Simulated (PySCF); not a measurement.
**GeC (triplet): basis, grid and Hamiltonian**

The method stays; parts of the set-up, such as the basis or the Hamiltonian, are changed.

The runs use PySCF 2.14.0; each script names its method and basis.

4 further runs of the same task are left out: 4 that didn't finish.

### 1 The system as given

GeC (triplet): 2 atoms, charge 0, spin multiplicity 3.

Bond lengths: Ge1–C2 1.870 Å.

### 2 The run that the others are compared with

Contents of input.py:

```python
from pyscf import gto, dft

mol = gto.M(
    atom='Ge 0 0 0; C 0 0 1.87',
    basis='sbkjc',
    ecp={'Ge': 'sbkjc', 'C': 'sbkjc'},
    charge=0,
    spin=2,
    verbose=4,
)
mf = dft.ROKS(mol, xc='pw91')
mf = mf.newton()
mf.kernel()
mf.mulliken_pop()
mf.dip_moment()
print('orbital energies (hartree):', mf.mo_energy[..., max(0, mol.nelec[1]-3):mol.nelec[0]+3].round(4))
```

Started as:

```
OMP_NUM_THREADS=1 python input.py
```

The log of this run is left out.

In short: E(SCF) = -9.303317 Eh, 4 macro-iterations, μ = 1.79 D.

The bond length is a typed value, not an optimised one. The triplet is typed in the script; nothing here shows that it is the ground state.

### 3 Cc-pvdz (core potential off)

Edit 1 changes basis set: sbkjc → cc-pvdz; core potential: on → off. The core potential changes with it: totals don't compare.

Contents of input.py:

```python
from pyscf import gto, dft

mol = gto.M(
    atom='Ge 0 0 0; C 0 0 1.87',
    basis='cc-pvdz',
    charge=0,
    spin=2,
    verbose=4,
)
mf = dft.ROKS(mol, xc='pw91')
mf = mf.newton()
mf.kernel()
mf.analyze()
print('orbital energies (hartree):', mf.mo_energy[..., max(0, mol.nelec[1]-3):mol.nelec[0]+3].round(4))
```

Started as:

```
OMP_NUM_THREADS=1 python input.py
```

What it wrote:

```text
PySCF version 2.14.0

[INPUT] verbose = 4
[INPUT] num. atoms = 2
[INPUT] num. electrons = 38
[INPUT] charge = 0
[INPUT] spin (= nelec alpha-beta = 2S) = 2
[INPUT] symmetry False subgroup None
[INPUT] Mole.unit = angstrom
[INPUT] Symbol           X                Y                Z      unit          X                Y                Z       unit  Magmom
[INPUT]  1 Ge     0.000000000000   0.000000000000   0.000000000000 AA    0.000000000000   0.000000000000   0.000000000000 Bohr   0.0
[INPUT]  2 C      0.000000000000   0.000000000000   1.870000000000 AA    0.000000000000   0.000000000000   3.533787852937 Bohr   0.0

nuclear repulsion = 54.3326334206631
number of shells = 11
number of NR pGTOs = 103
number of NR cGTOs = 41
basis = cc-pvdz
ecp = {}

******** <class 'pyscf.soscf.newton_ah.SecondOrderROKS'> ********
method = SecondOrderROKS
initial guess = minao
damping factor = 0
level_shift factor = 0
DIIS = <class 'pyscf.scf.diis.CDIIS'>
diis_start_cycle = 1
diis_space = 8
diis_damp = 0
SCF conv_tol = 1e-09
SCF conv_tol_grad = None
SCF max_cycles = 50
direct_scf = True
direct_scf_tol = 1e-13
num. doubly occ = 18  num. singly occ = 2
XC library pyscf.dft.libxc version 7.0.0
    S. Lehtola, C. Steigemann, M. J.T. Oliveira, and M. A.L. Marques.,  SoftwareX 7, 1–5 (2018)
XC functionals = pw91
    J. P. Perdew. In P. Ziesche and H. Eschrig, editors, Proceedings of the 75. WE-Heraeus-Seminar and 21st Annual International Symposium on Electronic Structure of Solids, 11. Berlin, 1991. Akademie Verlag.
    J. P. Perdew, J. A. Chevary, S. H. Vosko, K. A. Jackson, M. R. Pederson, D. J. Singh, and C. Fiolhais.,  Phys. Rev. B 46, 6671 (1992)
    J. P. Perdew, J. A. Chevary, S. H. Vosko, K. A. Jackson, M. R. Pederson, D. J. Singh, and C. Fiolhais.,  Phys. Rev. B 48, 4978 (1993)
    J. P. Perdew. In P. Ziesche and H. Eschrig, editors, Proceedings of the 75. WE-Heraeus-Seminar and 21st Annual International Symposium on Electronic Structure of Solids, 11. Berlin, 1991. Akademie Verlag.
    J. P. Perdew, J. A. Chevary, S. H. Vosko, K. A. Jackson, M. R. Pederson, D. J. Singh, and C. Fiolhais.,  Phys. Rev. B 46, 6671 (1992)
    J. P. Perdew, J. A. Chevary, S. H. Vosko, K. A. Jackson, M. R. Pederson, D. J. Singh, and C. Fiolhais.,  Phys. Rev. B 48, 4978 (1993)
radial grids:
    Treutler-Ahlrichs [JCP 102, 346 (1995); DOI:10.1063/1.469408] (M4) radial grids

becke partition: Becke, JCP 88, 2547 (1988); DOI:10.1063/1.454033
pruning grids: <function nwchem_prune>
grids dens level: 3
symmetrized grids: False
atomic radii adjust function: <function treutler_atomic_radii_adjust>
small_rho_cutoff = 0
******** <class 'pyscf.dft.roks.ROKS'> Newton solver flags ********
SCF tol = 1e-09
conv_tol_grad = None
max. SCF cycles = 50
direct_scf = True
direct_scf_tol = 1e-13
max_cycle_inner = 12
max_stepsize = 0.05
ah_start_tol = 1e+09
ah_level_shift = 0
ah_conv_tol = 1e-12
ah_lindep = 1e-14
ah_start_cycle = 1
ah_max_cycle = 40
ah_grad_trust_region = 2.5
kf_interval = 4
kf_trust_region = 5
canonicalization = True
Set conv_tol_grad to 3.16228e-05
tot grids = 34760
  HOMO = -0.214839316566019  LUMO = -0.0817536138351972  gap/eV = 3.62145
Initial guess E= -2114.96398208227  |g|= 0.316566
macro= 0  E= -2115.01122721362  delta_E= -0.0472451  |g|= 0.0443974  3 KF 9 JK
macro= 1  E= -2115.01156373853  delta_E= -0.000336525  |g|= 8.20942e-05  3 KF 11 JK
macro= 2  E= -2115.01156373853  delta_E= 0  |g|= 7.91472e-06  1 KF 2 JK
Canonicalize SCF orbitals
macro X = 3  E=-2115.01156373853  |g|= 7.91472e-06  total 8 KF 26 JK
converged SCF energy = -2115.01156373853
**** SCF Summaries ****
Total Energy =                       -2115.011563738525183
Nuclear Repulsion Energy =              54.332633420663100
One-electron Energy =                -3051.896689296931982
Two-electron Energy =                  882.552492137743684
Two-electron Coulomb Energy =          966.898089999693639
DFT Exchange-Correlation Energy =      -84.345597861949983
HOMO-LUMO gap [eV] =                     3.621446430751349
**** MO energy ****
                Roothaan           | alpha              | beta
MO #1   energy= -397.215504873975  | -397.215925858535  | -397.215083889414  occ= 2
MO #2   energy= -49.25266874451    | -49.2530142748928  | -49.2523232141273  occ= 2
MO #3   energy= -43.8772489288029  | -43.8778023638864  | -43.8766954937195  occ= 2
MO #4   energy= -43.8753052783308  | -43.8755287503135  | -43.8750818063481  occ= 2
MO #5   energy= -43.875189703809   | -43.8758564636281  | -43.87452294399    occ= 2
MO #6   energy= -9.97913526078974  | -9.98849364388729  | -9.9697768776922   occ= 2
MO #7   energy= -6.01758967762918  | -6.01839297168599  | -6.01678638357238  occ= 2
MO #8   energy= -4.2386510184662   | -4.23968100358227  | -4.23762103335011  occ= 2
MO #9   energy= -4.23254654973841  | -4.23368905577323  | -4.23140404370359  occ= 2
MO #10  energy= -4.23126333397758  | -4.23172681934444  | -4.23079984861071  occ= 2
MO #11  energy= -1.13935927609389  | -1.14127617503905  | -1.13744237714871  occ= 2
MO #12  energy= -1.13709450792878  | -1.13906998419226  | -1.1351190316653   occ= 2
MO #13  energy= -1.13556798466372  | -1.13664882378664  | -1.1344871455408   occ= 2
MO #14  energy= -1.13274333433327  | -1.13387197891197  | -1.13161468975457  occ= 2
MO #15  energy= -1.13111610958711  | -1.13226809373364  | -1.12996412544061  occ= 2
MO #16  energy= -0.555682453130652 | -0.579733625952222 | -0.531631280309075 occ= 2
MO #17  energy= -0.362240601109451 | -0.382625919655084 | -0.341855282563809 occ= 2
MO #18  energy= -0.201029391321251 | -0.210362493837859 | -0.191696288804644 occ= 2
MO #19  energy= -0.206684567451836 | -0.239569354821796 | -0.173799780081875 occ= 1
MO #20  energy= -0.205254166195411 | -0.243791554900544 | -0.166716777490278 occ= 1
MO #21  energy= -0.0862841462031733 | -0.109623552721513 | -0.0629447396848334 occ= 0
MO #22  energy= -0.0783384931081258 | -0.0875919331467359 | -0.0690850530695157 occ= 0
MO #23  energy= 0.0452242463266379 | 0.0320004283335106 | 0.0584480643197674 occ= 0
MO #24  energy= 0.203651650144116  | 0.195745202616876  | 0.211558097671359  occ= 0
MO #25  energy= 0.264616931261121  | 0.256698373672872  | 0.272535488849371  occ= 0
MO #26  energy= 0.273283164048971  | 0.269949579433232  | 0.276616748664712  occ= 0
MO #27  energy= 0.306031219908733  | 0.291237216360651  | 0.320825223456818  occ= 0
MO #28  energy= 0.348184391285977  | 0.337675009402055  | 0.358693773169898  occ= 0
MO #29  energy= 0.34954297862404   | 0.338136737297451  | 0.360949219950629  occ= 0
MO #30  energy= 0.401604963834004  | 0.376794399710702  | 0.426415527957307  occ= 0
MO #31  energy= 0.407779951855533  | 0.396756375753938  | 0.41880352795713   occ= 0
MO #32  energy= 0.415192117254172  | 0.390973724990474  | 0.439410509517867  occ= 0
MO #33  energy= 0.507882373679425  | 0.481102734771858  | 0.534662012586993  occ= 0
MO #34  energy= 0.511459826745293  | 0.502213726969209  | 0.520705926521379  occ= 0
MO #35  energy= 0.7128954501923    | 0.691438167924203  | 0.734352732460397  occ= 0
MO #36  energy= 0.832577531859461  | 0.807212758806881  | 0.857942304912043  occ= 0
MO #37  energy= 1.12754880119976   | 1.10183439644503   | 1.15326320595449   occ= 0
MO #38  energy= 1.13121043744646   | 1.10211423027064   | 1.16030664462229   occ= 0
MO #39  energy= 1.27135271576494   | 1.22536782263573   | 1.31733760889416   occ= 0
MO #40  energy= 1.27653529411088   | 1.25204422620189   | 1.30102636201987   occ= 0
MO #41  energy= 1.6022461605357    | 1.56784839718728   | 1.6366439238841    occ= 0
 ** Mulliken pop on meta-lowdin orthogonal AOs  **
 ** Mulliken pop  **
pop of  0 Ge 1s           2.00000
pop of  0 Ge 2s           1.99998
pop of  0 Ge 3s           1.99964
pop of  0 Ge 4s           1.78021
pop of  0 Ge 5s           0.00816
pop of  0 Ge 2px          1.99999
pop of  0 Ge 2py          2.00000
pop of  0 Ge 2pz          2.00000
pop of  0 Ge 3px          1.99988
pop of  0 Ge 3py          1.99991
pop of  0 Ge 3pz          1.99990
pop of  0 Ge 4px          0.36729
pop of  0 Ge 4py          0.90376
pop of  0 Ge 4pz          0.71577
pop of  0 Ge 5px          0.00036
pop of  0 Ge 5py          0.00008
pop of  0 Ge 5pz          0.00796
pop of  0 Ge 3dxy         1.99961
pop of  0 Ge 3dyz         1.99949
pop of  0 Ge 3dz^2        1.99877
pop of  0 Ge 3dxz         1.99940
pop of  0 Ge 3dx2-y2      1.99961
pop of  0 Ge 4dxy         0.00040
pop of  0 Ge 4dyz         0.00491
pop of  0 Ge 4dz^2        0.00356
pop of  0 Ge 4dxz         0.00345
pop of  0 Ge 4dx2-y2      0.00047
pop of  1 C 1s            1.99989
pop of  1 C 2s            1.62968
pop of  1 C 3s            0.00372
pop of  1 C 2px           0.63974
pop of  1 C 2py           1.07688
pop of  1 C 2pz           0.84938
pop of  1 C 3px           0.00073
pop of  1 C 3py           0.00172
pop of  1 C 3pz           0.00082
pop of  1 C 3dxy          0.00000
pop of  1 C 3dyz          0.00155
pop of  1 C 3dz^2         0.00246
pop of  1 C 3dxz          0.00087
pop of  1 C 3dx2-y2       0.00002
 ** Mulliken atomic charges  **
charge of    0Ge =      0.20747
charge of    1C =     -0.20747
Dipole moment(X, Y, Z, Debye): -0.00000,  0.00000, -1.86130
orbital energies (hartree): [-0.5557 -0.3622 -0.201  -0.2067 -0.2053 -0.0863 -0.0783  0.0452]
```

It took 3.5 s on 1 thread of Intel Xeon Platinum 8559C, shared host.

This run: E(SCF) = -2115.011564 Eh, 3 macro-iterations, μ = 1.86 D.

### 4 Lanl2dz

Edit 2 changes basis set: sbkjc → lanl2dz. The core potential changes with it: totals don't compare.

input.py: that of step 2 with these lines changed.

```diff
@@ -4,4 +4,4 @@
     atom='Ge 0 0 0; C 0 0 1.87',
-    basis='sbkjc',
-    ecp={'Ge': 'sbkjc', 'C': 'sbkjc'},
+    basis='lanl2dz',
+    ecp={'Ge': 'lanl2dz'},
     charge=0,
```

Started as:

```
OMP_NUM_THREADS=1 python input.py
```

What it wrote:

```text
[... 4 set-up lines left out, the same as in an earlier log ...]
[INPUT] num. electrons = 10
[... 8 set-up lines left out, the same as in an earlier log ...]
nuclear repulsion = 6.79157917758289
number of shells = 9
number of NR pGTOs = 37
number of NR cGTOs = 17
basis = lanl2dz
ecp = {'Ge': 'lanl2dz'}
[... 15 set-up lines left out, the same as in an earlier log ...]
num. doubly occ = 4  num. singly occ = 2
[... 38 set-up lines left out, the same as in an earlier log ...]
  HOMO = -0.102056501781782  LUMO = 0.0246185105252331  gap/eV = 3.44700
Initial guess E= -41.0818230924165  |g|= 0.867225
macro= 0  E= -41.5374750047351  delta_E= -0.455652  |g|= 0.620322  2 KF 14 JK
macro= 1  E= -41.645034958605  delta_E= -0.10756  |g|= 0.147458  3 KF 18 JK
macro= 2  E= -41.6553726367233  delta_E= -0.0103377  |g|= 0.00665013  3 KF 13 JK
macro= 3  E= -41.6555380768805  delta_E= -0.00016544  |g|= 0.00111979  3 KF 10 JK
macro= 4  E= -41.6555381230822  delta_E= -4.62018e-08  |g|= 2.642e-05  2 KF 6 JK
macro= 5  E= -41.6555381230822  delta_E= 3.55271e-14  |g|= 6.1533e-06  1 KF 2 JK
Canonicalize SCF orbitals
macro X = 6  E=-41.6555381230822  |g|= 6.1533e-06  total 15 KF 70 JK
converged SCF energy = -41.6555381230822
 ** Mulliken pop  **
pop of  0 Ge 4s           0.39664
pop of  0 Ge 5s           1.51972
pop of  0 Ge 4px          0.29037
pop of  0 Ge 4py          0.36386
pop of  0 Ge 4pz          0.43697
pop of  0 Ge 5px          0.24276
pop of  0 Ge 5py          0.31432
pop of  0 Ge 5pz          0.12055
pop of  1 C 1s            1.99837
pop of  1 C 2s            0.88839
pop of  1 C 3s            0.87938
pop of  1 C 2px           0.58492
pop of  1 C 2py           0.66831
pop of  1 C 2pz           0.66971
pop of  1 C 3px           0.24587
pop of  1 C 3py           0.28959
pop of  1 C 3pz           0.09027
 ** Mulliken atomic charges  **
charge of    0Ge =      0.31481
charge of    1C =     -0.31481
Dipole moment(X, Y, Z, Debye):  0.00000, -0.00000, -2.00682
orbital energies (hartree): [-0.5673 -0.3555 -0.2089 -0.2139 -0.207  -0.0911 -0.084   0.0392]
```

It took 2.8 s on 1 thread of Intel Xeon Platinum 8559C, shared host.

Outcome: E(SCF) = -41.655538 Eh, 6 macro-iterations, μ = 2.01 D.

### 5 6-31g (core potential off)

Edit 3 changes basis set: sbkjc → 6-31g; core potential: on → off. The core potential changes with it: totals don't compare.

Contents of input.py:

```python
from pyscf import gto, dft

mol = gto.M(
    atom='Ge 0 0 0; C 0 0 1.87',
    basis='6-31g',
    charge=0,
    spin=2,
    verbose=4,
)
mf = dft.ROKS(mol, xc='pw91')
mf = mf.newton()
mf.kernel()
mf.analyze()
print('orbital energies (hartree):', mf.mo_energy[..., max(0, mol.nelec[1]-3):mol.nelec[0]+3].round(4))
```

Started as:

```
OMP_NUM_THREADS=1 python input.py
```

What it wrote:

```text
[... 14 set-up lines left out, the same as in an earlier log ...]
number of shells = 16
number of NR pGTOs = 112
number of NR cGTOs = 36
basis = 6-31g
[... 55 set-up lines left out, the same as in an earlier log ...]
  HOMO = -0.220308163603615  LUMO = -0.0865982745590434  gap/eV = 3.63843
Initial guess E= -2114.62897037634  |g|= 0.266944
macro= 0  E= -2114.67106522545  delta_E= -0.0420948  |g|= 0.0422186  3 KF 9 JK
macro= 1  E= -2114.6712066367  delta_E= -0.000141411  |g|= 4.67383e-05  3 KF 11 JK
macro= 2  E= -2114.6712066367  delta_E= -2.27374e-12  |g|= 4.7062e-06  1 KF 2 JK
Canonicalize SCF orbitals
macro X = 3  E=-2114.6712066367  |g|= 4.7062e-06  total 8 KF 26 JK
converged SCF energy = -2114.6712066367
**** SCF Summaries ****
Total Energy =                       -2114.671206636704937
Nuclear Repulsion Energy =              54.332633420663100
One-electron Energy =                -3053.625697749919254
Two-electron Energy =                  884.621857692551089
Two-electron Coulomb Energy =          969.100853288207190
DFT Exchange-Correlation Energy =      -84.478995595656116
HOMO-LUMO gap [eV] =                     3.638431405483201
**** MO energy ****
                Roothaan           | alpha              | beta
MO #1   energy= -397.076002186185  | -397.076400968556  | -397.075603403813  occ= 2
MO #2   energy= -49.1464088338205  | -49.1467432679822  | -49.1460743996591  occ= 2
MO #3   energy= -43.7729632039937  | -43.7734943644646  | -43.7724320435228  occ= 2
MO #4   energy= -43.7716392916046  | -43.7722782146917  | -43.7710003685174  occ= 2
MO #5   energy= -43.7708099263272  | -43.7710253933345  | -43.7705944593198  occ= 2
MO #6   energy= -9.98191168807552  | -9.99135124042728  | -9.9724721357238   occ= 2
MO #7   energy= -5.94792463314239  | -5.94868746142463  | -5.94716180486018  occ= 2
MO #8   energy= -4.16993797562086  | -4.1709272842158   | -4.16894866702589  occ= 2
MO #9   energy= -4.16569503952997  | -4.16676979756139  | -4.16462028149856  occ= 2
MO #10  energy= -4.16235423546965  | -4.16280207132844  | -4.16190639961083  occ= 2
MO #11  energy= -1.05624425749107  | -1.0580713580981   | -1.05441715688404  occ= 2
MO #12  energy= -1.05226614899022  | -1.05391019392794  | -1.05062210405249  occ= 2
MO #13  energy= -1.04886982931898  | -1.04979805611803  | -1.04794160251993  occ= 2
MO #14  energy= -1.04732840855413  | -1.04819196466441  | -1.04646485244385  occ= 2
MO #15  energy= -1.04619267648547  | -1.0471601664707   | -1.04522518650023  occ= 2
MO #16  energy= -0.562916048622769 | -0.585878772837622 | -0.539953324407912 occ= 2
MO #17  energy= -0.356328551800178 | -0.377050593046939 | -0.335606510553427 occ= 2
MO #18  energy= -0.20305692647357  | -0.212632176594918 | -0.193481676352223 occ= 2
MO #19  energy= -0.208346173083742 | -0.241490165943298 | -0.175202180224186 occ= 1
MO #20  energy= -0.203432959704476 | -0.243789969040168 | -0.163075950368784 occ= 1
MO #21  energy= -0.0841052539493296 | -0.108870976375396 | -0.0593395315232623 occ= 0
MO #22  energy= -0.0762188018610818 | -0.0856602733005644 | -0.0667773304215989 occ= 0
MO #23  energy= 0.0329834675282378 | 0.0222244644818952 | 0.0437424705745816 occ= 0
MO #24  energy= 0.0980852835304699 | 0.0918181364993774 | 0.104352430561564  occ= 0
MO #25  energy= 0.156069465534194  | 0.148847429542967  | 0.163291501525421  occ= 0
MO #26  energy= 0.163231819798063  | 0.160643697710107  | 0.165819941886019  occ= 0
MO #27  energy= 0.251380014633797  | 0.235451519041656  | 0.267308510225941  occ= 0
MO #28  energy= 0.544287226218546  | 0.512529587959838  | 0.576044864477256  occ= 0
MO #29  energy= 0.544449190781305  | 0.510563745817573  | 0.578334635745038  occ= 0
MO #30  energy= 0.547869442937487  | 0.5379391409842    | 0.557799744890776  occ= 0
MO #31  energy= 0.849055214460194  | 0.826965125603074  | 0.871145303317317  occ= 0
MO #32  energy= 2.66925442382977   | 2.66628144492708   | 2.67222740273248   occ= 0
MO #33  energy= 2.66936594583857   | 2.66655855854569   | 2.67217333313144   occ= 0
MO #34  energy= 2.68322586661342   | 2.67818766848014   | 2.68826406474668   occ= 0
MO #35  energy= 2.69218621062286   | 2.68932952913861   | 2.69504289210711   occ= 0
MO #36  energy= 2.76761856856365   | 2.76300191238497   | 2.77223522474234   occ= 0
 ** Mulliken pop on meta-lowdin orthogonal AOs  **
 ** Mulliken pop  **
pop of  0 Ge 1s           2.00000
pop of  0 Ge 2s           1.99999
pop of  0 Ge 3s           1.99970
pop of  0 Ge 4s           1.78733
pop of  0 Ge 5s           0.01113
pop of  0 Ge 2px          2.00000
pop of  0 Ge 2py          2.00000
pop of  0 Ge 2pz          2.00000
pop of  0 Ge 3px          1.99981
pop of  0 Ge 3py          1.99985
pop of  0 Ge 3pz          1.99985
pop of  0 Ge 4px          0.42313
pop of  0 Ge 4py          0.87707
pop of  0 Ge 4pz          0.71157
pop of  0 Ge 5px          0.00017
pop of  0 Ge 5py          0.00045
pop of  0 Ge 5pz          0.00908
pop of  0 Ge 3dxy         1.99997
pop of  0 Ge 3dyz         1.99901
pop of  0 Ge 3dz^2        1.99496
pop of  0 Ge 3dxz         1.99883
pop of  0 Ge 3dx2-y2      1.99997
pop of  0 Ge 4dxy         0.00003
pop of  0 Ge 4dyz         0.00017
pop of  0 Ge 4dz^2        0.00040
pop of  0 Ge 4dxz         0.00011
pop of  0 Ge 4dx2-y2      0.00003
pop of  1 C 1s            1.99988
pop of  1 C 2s            1.62461
pop of  1 C 3s            0.00384
pop of  1 C 2px           0.67547
pop of  1 C 2py           1.02369
pop of  1 C 2pz           0.85652
pop of  1 C 3px           0.00087
pop of  1 C 3py           0.00136
pop of  1 C 3pz           0.00115
 ** Mulliken atomic charges  **
charge of    0Ge =      0.18739
charge of    1C =     -0.18739
Dipole moment(X, Y, Z, Debye):  0.00000, -0.00000, -1.50776
orbital energies (hartree): [-0.5629 -0.3563 -0.2031 -0.2083 -0.2034 -0.0841 -0.0762  0.033 ]
```

Wall time 3 s (1 thread of Intel Xeon Platinum 8559C, shared host).

Result: E(SCF) = -2114.671207 Eh, 3 macro-iterations, μ = 1.51 D.

### 6 All runs together

```
                         run  E(SCF) (hartree)  from base (eV)   cycles  SCF dipole (D)  functions
                        base         -9.303317               0  4 macro            1.79         16
cc-pvdz (core potential off)      -2115.011564  not comparable  3 macro            1.86         41
                     lanl2dz        -41.655538  not comparable  6 macro            2.01         17
  6-31g (core potential off)      -2114.671207  not comparable  3 macro            1.51         36
```

Wall time on 1 thread of Intel Xeon Platinum 8559C, shared host, start-up included: base 1.9 s; cc-pvdz (core potential off) 3.5 s; lanl2dz 2.8 s; 6-31g (core potential off) 3 s.

Total energies from different bases, Hamiltonians or methods carry different errors, so properties are taken as differences within one set-up.
